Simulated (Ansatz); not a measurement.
# MnGe: the cost of one run

Method: DFT LDA, scalar-relativistic, plane waves, PAW, in Ansatz 0.2.0.

**1. The starting structure**

It takes space group P2_13 (No. 198, cubic). Conventional cell: a = 4.790 Å, b = 4.790 Å, c = 4.790 Å, α = 90.00°, β = 90.00°, γ = 90.00°. Mn (site symmetry 3) has 7 Ge at 2.43 to 2.69 Å in its first shell of neighbours. Around Ge (site symmetry 3) lie 7 Mn at 2.43 to 2.69 Å.

Structure file:

```
CELL_PARAMETERS angstrom
4.79000 0.00000 0.00000
0.00000 4.79000 0.00000
0.00000 0.00000 4.79000
ATOMIC_POSITIONS crystal
Mn 0.13600 0.13600 0.13600
Mn 0.63600 0.36400 0.86400
Mn 0.86400 0.63600 0.36400
Mn 0.36400 0.86400 0.63600
Ge 0.84300 0.84300 0.84300
Ge 0.34300 0.65700 0.15700
Ge 0.15700 0.34300 0.65700
Ge 0.65700 0.15700 0.34300
```

**2. Relaxing cell and atoms: MnGe, moments ++++**

input.yaml reads:

```yaml
crystal:
  lattice:
    - [4.79, 0.0, 0.0]
    - [0.0, 4.79, 0.0]
    - [0.0, 0.0, 4.79]
  atoms:
    - { symbol: Mn, position: [0.136, 0.136, 0.136], spin: 2.2 }
    - { symbol: Mn, position: [0.636, 0.364, 0.864], spin: 2.2 }
    - { symbol: Mn, position: [0.864, 0.636, 0.364], spin: 2.2 }
    - { symbol: Mn, position: [0.364, 0.864, 0.636], spin: 2.2 }
    - { symbol: Ge, position: [0.843, 0.843, 0.843] }
    - { symbol: Ge, position: [0.343, 0.657, 0.157] }
    - { symbol: Ge, position: [0.157, 0.343, 0.657] }
    - { symbol: Ge, position: [0.657, 0.157, 0.343] }
magnetization:
  spin_polarized: true
scf:
  occupations: { method: gaussian, width: 0.05 }
output:
  forces: true
  stress: true
  eigenvalues: true
  populations: true
  write_density: true
  write_potential: true
  elf: true
  volumetric_format: npy
hamiltonian:
  xc: lda
kpoints:
  mp_grid: { grid: [8, 8, 8] }
relax:
  f_tol: 0.01
  adjacent_minimum: "off"
  max_steps: 40
  cell: { stress_tol: 0.05, p_target: 0, fix: [shape] }
```

Started as:

```
ansatz run input.yaml --threads 8 --pin off --max-ram 16384MiB --backend cpu --events-out ev --progress --plain --runs-dir out
```

**Question.** How long does this run take on 8 threads of Arm Neoverse N1, shared host, and how much memory does it need?

About 3.5 min, with a peak of 1.1 GiB.
